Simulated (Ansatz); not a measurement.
# Al2InAs3: the cost of one run

Program: Ansatz 0.2.0. Level of theory: DFT PBE, scalar-relativistic, plane waves, PAW. These are calculated values, not measurements.

### Step 1. Starting point

The structure is tetragonal, space group I-4m2 (No. 119). The conventional cell has a = 3.926 Å, b = 3.926 Å, c = 16.656 Å, α = 90.00°, β = 90.00°, γ = 90.00°. Around Al (site symmetry 2mm) lie 4 As at 2.40 Å. In (site symmetry -4m2) has 4 As at 2.40 Å as nearest neighbours. As (site symmetry 2mm) is surrounded by 2 In at 2.40 Å and 2 Al at 2.40 Å. As (site symmetry -4m2) is surrounded by 4 Al at 2.40 Å.

Coordinates:

```
Al In As
1.0
    -1.96295    1.96295    8.32807
     1.96295   -1.96295    8.32807
     1.96295    1.96295   -8.32807
Al In As
2 1 3
Direct
  0.41667 0.91667 0.50000
  0.08333 0.58333 0.50000
  0.75000 0.25000 0.50000
  0.83333 0.83333 0.00000
  0.50000 0.50000 0.00000
  0.16667 0.16667 0.00000
```

The start is an ordering of an alloy on its end members' structure types: elements ordered on the sites of the InAs type, Al/In on In (I-4m2, No. 119).

### Step 2. Probe: one point on a coarse mesh

Input file input.yaml:

```yaml
crystal:
  lattice:
    - [-1.9629459, 1.9629459, 8.32807413]
    - [1.9629459, -1.9629459, 8.32807413]
    - [1.9629459, 1.9629459, -8.32807413]
  atoms:
    - { symbol: Al, position: [0.41666667, 0.91666667, 0.5] }
    - { symbol: Al, position: [0.08333333, 0.58333333, 0.5] }
    - { symbol: In, position: [0.75, 0.25, 0.5] }
    - { symbol: As, position: [0.83333333, 0.83333333, 0.0] }
    - { symbol: As, position: [0.5, 0.5, 0.0] }
    - { symbol: As, position: [0.16666667, 0.16666667, 0.0] }
basis:
  ecutwfc: 420
kpoints:
  mp_grid: { grid: [6, 6, 6] }
hamiltonian:
  xc: pbe
scf:
  occupations: { method: gaussian, width: 0.1 }
  lower_state_search: "off"
output:
  forces: true
  stress: true
  eigenvalues: true
```

Started as:

```console
> ansatz run input.yaml --threads 1 --pin off --max-ram 2560MiB --backend cpu --events-out ev --progress --plain --runs-dir out
```

Q: Estimate wall time and peak memory on 1 thread of Intel Xeon 6975P-C (Granite Rapids), shared host.

About 6.1 s, with a peak of 0.45 GiB.
